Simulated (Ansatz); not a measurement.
# ScAgC4N4: the cost of one run

Program: Ansatz 0.2.0. Level of theory: DFT PBE, scalar-relativistic, plane waves, PAW. These are calculated values, not measurements.

1 further run of the same task is left out (it didn't finish).

## 1. Starting point

It takes space group Cmmm (No. 65, orthorhombic). Conventional cell: a = 7.512 Å, b = 8.062 Å, c = 7.512 Å, α = 90.00°, β = 90.00°, γ = 90.00°. Around Sc (site symmetry mmm) lie 4 C at 2.02 Å. Ag (site symmetry mmm) has 4 N at 2.12 Å as nearest neighbours. Around C (site symmetry m) lie 1 N at 1.17 Å. N (site symmetry m) is surrounded by 1 C at 1.17 Å.

Coordinates:

```
CELL_PARAMETERS angstrom
3.75615 -4.03115 0.00000
3.75615 4.03115 0.00000
0.00000 0.00000 7.51230
ATOMIC_POSITIONS crystal
Sc 0.00000 0.00000 0.00000
Ag 0.50000 0.50000 0.50000
C 0.80968 0.80968 0.80968
C 0.19032 0.19032 0.19032
C 0.80968 0.80968 0.19032
C 0.19032 0.19032 0.80968
N 0.69955 0.69955 0.69955
N 0.30045 0.30045 0.30045
N 0.69955 0.69955 0.30045
N 0.30045 0.30045 0.69955
```

A structure generator made this guess: stacked square cyanide-bridged sheets (Cmmm, No. 65). The dimensions are guesses.

## 2. The guess as it stands, on a coarse mesh

input.yaml

```yaml
crystal:
  lattice:
    - [3.75615122, -4.03114708, 0.0]
    - [3.75615122, 4.03114708, 0.0]
    - [0.0, 0.0, 7.51230244]
  atoms:
    - { symbol: Sc, position: [0.0, 0.0, 0.0] }
    - { symbol: Ag, position: [0.5, 0.5, 0.5] }
    - { symbol: C, position: [0.8096762, 0.8096762, 0.8096762] }
    - { symbol: C, position: [0.1903238, 0.1903238, 0.1903238] }
    - { symbol: C, position: [0.8096762, 0.8096762, 0.1903238] }
    - { symbol: C, position: [0.1903238, 0.1903238, 0.8096762] }
    - { symbol: "N", position: [0.69954819, 0.69954819, 0.69954819] }
    - { symbol: "N", position: [0.30045181, 0.30045181, 0.30045181] }
    - { symbol: "N", position: [0.69954819, 0.69954819, 0.30045181] }
    - { symbol: "N", position: [0.30045181, 0.30045181, 0.69954819] }
basis:
  ecutwfc: 420
kpoints:
  mp_grid: { grid: [4, 4, 2] }
hamiltonian:
  xc: pbe
scf:
  occupations: { method: gaussian, width: 0.1 }
  lower_state_search: "off"
output:
  forces: true
  stress: true
  eigenvalues: true
```

Started as:

```bash
ansatz run input.yaml --threads 1 --pin off --max-ram 2560MiB --backend cpu --events-out ev --progress --plain --runs-dir out
```

**Question.** How long does this run take on 1 thread of AMD EPYC 7B13 (Zen 3), shared host, and how much memory does it need?

About 8.3 s, with a peak of 0.56 GiB.
